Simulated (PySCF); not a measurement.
# C2H6BBrSi: the cost of one run

The runs use PySCF 2.14.0, with density-fitted response routines of our own; the level of theory stands in each step. All values are computed, except where a source is named. Atoms count from 0, in the outputs and in this text.

## (1) Starting geometry

11 atoms, charge 0, multiplicity 1; geometry from: GFN2-xTB. The atoms were then displaced at random by about 0.01 Å, so the start is not that level's minimum.

Bonds of the start (Å): C0–C1 1.34, C1–B2 1.53, B2–Si3 2.01, B2–Br4 1.89, C0–H5 1.04, C0–H6 1.09, C1–H7 1.08, Si3–H8 1.48, Si3–H9 1.44, Si3–H10 1.46.

## (2) Optimising the geometry at PBE0-D3(BJ)/def2-SVP

The job: settings as JSON, then the geometry in Å.

```
{"job": {"xc": "PBE0", "basis": "def2-SVP", "d3": "d3bj", "grid": 1, "shake": 0.01, "kind": "geom"}, "charge": 0, "multiplicity": 1}
C     -1.797760    -0.540790     0.225760
C     -1.256620     0.621540    -0.177930
B      0.254690     0.852590    -0.288160
Si     1.722000    -0.478320     0.073860
Br     0.812490     2.593590    -0.784810
H     -1.228730    -1.367970     0.494810
H     -2.878300    -0.640800     0.290910
H     -1.908170     1.447400    -0.436280
H      1.227390    -1.863780     0.225470
H      2.702130    -0.485700    -0.974360
H      2.388980    -0.163600     1.335050
```

Started as:

```bash
$ OMP_NUM_THREADS=1 python probes_run.py task.json out
```

The driver reads the jobs from task.json and runs them one after another.

**Question.** How long does this first job take on 1 thread of Arm Neoverse V1, shared host, and how much memory does it need?

About 40 s, with a peak of 0.5 GiB.
